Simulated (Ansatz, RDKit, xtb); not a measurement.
**C3H6BFO: which of the isomers drawn lies lowest?**

Which of a sample of isomers of C3H6BFO is the most stable in the gas at 298.15 K, and what are its properties? The sample is small against all isomers, and the most stable one of this formula need not be in it.

The funnel: GFN2-xTB relaxations, single points with a density functional, relaxations at PBE-D3(BJ)/def2-SVP, harmonic vibrations (at GFN2-xTB), and a last energy at a higher level. All values are calculated.

### Step 1. Drawing up candidates

Isomers were taken from a list of plausible structures; this is a sample, not all of them. That gives 5 candidates.

```
label             SMILES     spin
 c155  BO[C@@H]1C[C@H]1F  singlet
 c349          C=C(F)OBC  singlet
 c536            C=CCOBF  singlet
 c691          C=CCB(O)F  singlet
 c703          CO/C=C/BF  singlet
```

Candidates are built by distance geometry, with a force field where one applies, in up to four conformers (letters a to d).

**Question.** With final energies at CCSD(T)/def2-SVP + MP2/def2-TZVPP - MP2/def2-SVP, which structure will this search put lowest in free energy, and by what margin?

| quantity | value |
| --- | --- |
| lowest structure found | C=CCB(O)F, singlet |
| next finalist | C=CCOBF, singlet, 20.4 kcal/mol higher in G |
| share at equilibrium, among the finalists | 100.0 % |

`C=CCB(O)F` comes out lowest. Among the finalists first place is clear (20.4 kcal/mol); structures outside the list aren't covered. HF/STO-3G, r2SCAN-D4/def2-SVP, PBE-D3(BJ)/def2-SVP, HF/def2-SVP and MP2/def2-SVP already put its bonding pattern lowest among the structures in one piece; GFN2-xTB favours the singlet C=CCOBF. 5 minima inside the window were never screened. Lowest found is not proven lowest: the search is finite, and each finalist counts with one conformer. Only 5 drawn patterns were tried, so whole families of isomers are missing, and the result ranks this sample alone. The lowest isomer need not be the one that is made and kept in a bottle, which depends on barriers.
